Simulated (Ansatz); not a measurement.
# CH5BFN: a ladder of functionals and wavefunction methods

How much do the methods differ for CH5BFN? The plan is to run it at one geometry with functionals of several rungs and with coupled cluster. The yardstick is the atomisation energy at the CCSD(T) limit.

Method: functionals in def2-TZVPP, the program's frozen cores in correlated methods; program: Ansatz 0.2.0, Gaussian basis.

Plan: LDA (SPW92), PBE-D4, revPBE-D4, BLYP-D4, r2SCAN-D4, B97M-V, PBE0-D4, B3LYP-D4, r2SCANh-D4, r2SCAN0-D4, HSE06-D4, BHLYP-D4, CAM-B3LYP-D4, LC-ωPBE, ωB97X-V, ωB97M-V, B2PLYP, PBE-QIDH; CCSD(T)/def2-SVP; CCSD(T)/def2-TZVPP; CCSD(T)/def2-QZVPP; extrapolation to the limit; RPA on PBE.

### Step 1. The geometry

All runs share one geometry, relaxed beforehand with PBE0-D4 in a triple-zeta def2 set.

SMILES `CNBF`, 9 atoms, charge 0, spin multiplicity 1.

Atoms are counted from 1 here; the program's logs count them from 0.

Bond lengths: C1–N2 1.443 Å, C1–H5 1.094 Å, C1–H6 1.090 Å, C1–H7 1.094 Å, N2–B3 1.388 Å, N2–H8 1.009 Å, B3–F4 1.340 Å, B3–H9 1.197 Å. Angles: N2–C1–H5 111.7°, N2–C1–H6 109.1°, N2–C1–H7 111.7°, H5–C1–H6 108.0°, H5–C1–H7 108.2°, H6–C1–H7 108.0°, C1–N2–B3 126.0°, C1–N2–H8 115.3°, B3–N2–H8 118.7°, N2–B3–F4 119.2°, N2–B3–H9 121.7°, F4–B3–H9 119.1°.

### Step 2. LDA

This LDA is Slater exchange with PW92 correlation.

Input file in.yaml:

```yaml
crystal:
  periodic: [false, false, false]
  atoms:
    - {symbol: C, position_ang: [-0.214469, 0.931300, -0.637988]}
    - {symbol: N, position_ang: [0.221760, -0.394796, -0.274466]}
    - {symbol: B, position_ang: [0.159990, -0.955137, 0.993704]}
    - {symbol: F, position_ang: [0.606078, -2.205073, 1.178582]}
    - {symbol: H, position_ang: [-1.008966, 0.904300, -1.389783]}
    - {symbol: H, position_ang: [-0.605518, 1.433687, 0.247044]}
    - {symbol: H, position_ang: [0.608793, 1.534332, -1.032622]}
    - {symbol: H, position_ang: [0.602800, -0.944847, -1.029545]}
    - {symbol: H, position_ang: [-0.281966, -0.350166, 1.927871]}
basis:
  gaussian: {orbitals: def2-TZVPP}
hamiltonian: {xc: lda}
output: {orbitals: {seedname: orbitals}}
```

Launch:

```bash
$ ansatz run in.yaml --threads 2 --pin off --events-out ev --progress --plain --max-ram 22528MiB --backend cpu
```

After this run come: PBE-D4 (GGA); revPBE-D4 (GGA); BLYP-D4 (GGA); r2SCAN-D4 (meta-GGA); B97M-V (meta-GGA); PBE0-D4 (hybrid); B3LYP-D4 (hybrid); r2SCANh-D4 (hybrid); r2SCAN0-D4 (hybrid); HSE06-D4 (hybrid); BHLYP-D4 (hybrid); CAM-B3LYP-D4 (range-separated); LC-ωPBE (range-separated); ωB97X-V (range-separated); ωB97M-V (range-separated); B2PLYP (double hybrid); PBE-QIDH (double hybrid); CCSD(T) in def2-SVP; CCSD(T) in def2-TZVPP; CCSD(T) in def2-QZVPP; RPA on PBE orbitals.

**Question.** What will the summary of the whole plan be? Wanted: atomisation energy, CCSD(T)/CBS; farthest beyond LDA; mean size of error, GGA; mean size of error, meta-GGA; mean size of error, hybrid; mean size of error, range-separated; mean size of error, double hybrid; gap, smallest and largest; T1 diagnostic.

As calculated:

```
                               quantity                                                                value
        atomisation energy, CCSD(T)/CBS                                                       845.3 kcal/mol
functionals within 4.2 kcal/mol (0.5 %)  revPBE-D4, r2SCAN-D4, B97M-V, r2SCANh-D4, LC-ωPBE, B2PLYP, PBE-QIDH
                    farthest beyond LDA                                              PBE-D4 (+21.1 kcal/mol)
                mean size of error, GGA                                                         9.7 kcal/mol
           mean size of error, meta-GGA                                                         3.7 kcal/mol
             mean size of error, hybrid                                                         7.6 kcal/mol
    mean size of error, range-separated                                                         6.7 kcal/mol
      mean size of error, double hybrid                                                         2.1 kcal/mol
              gap, smallest and largest                            6.25 eV (LDA (SPW92)), 13.67 eV (LC-ωPBE)
                          T1 diagnostic                                                               0.0117
triples share of the correlation energy                                                                3.3 %
```

In words: LDA overbinds by 123.5 kcal/mol (15 %). PBE-D4 is off by +21.1 kcal/mol. Double hybrids carry the basis error of their MP2 part in triple zeta, and no dispersion term here, so their miss is partly the set-up's. The rungs double hybrid, meta-GGA miss on average by less than the doubt on the reference (4.2 kcal/mol), so they tie. The reference freezes the cores and leaves out relativity and excitations past (T), so misses under about 4.2 kcal/mol can't be ranked. Hartree-Fock recovers 75 % of the binding; the rest is correlation. CCSD(T) in def2-SVP is off by -36.5 kcal/mol, worse than the median functional, from the basis alone. Orbital gaps span 6.3 to 13.7 eV; exact exchange widens them.
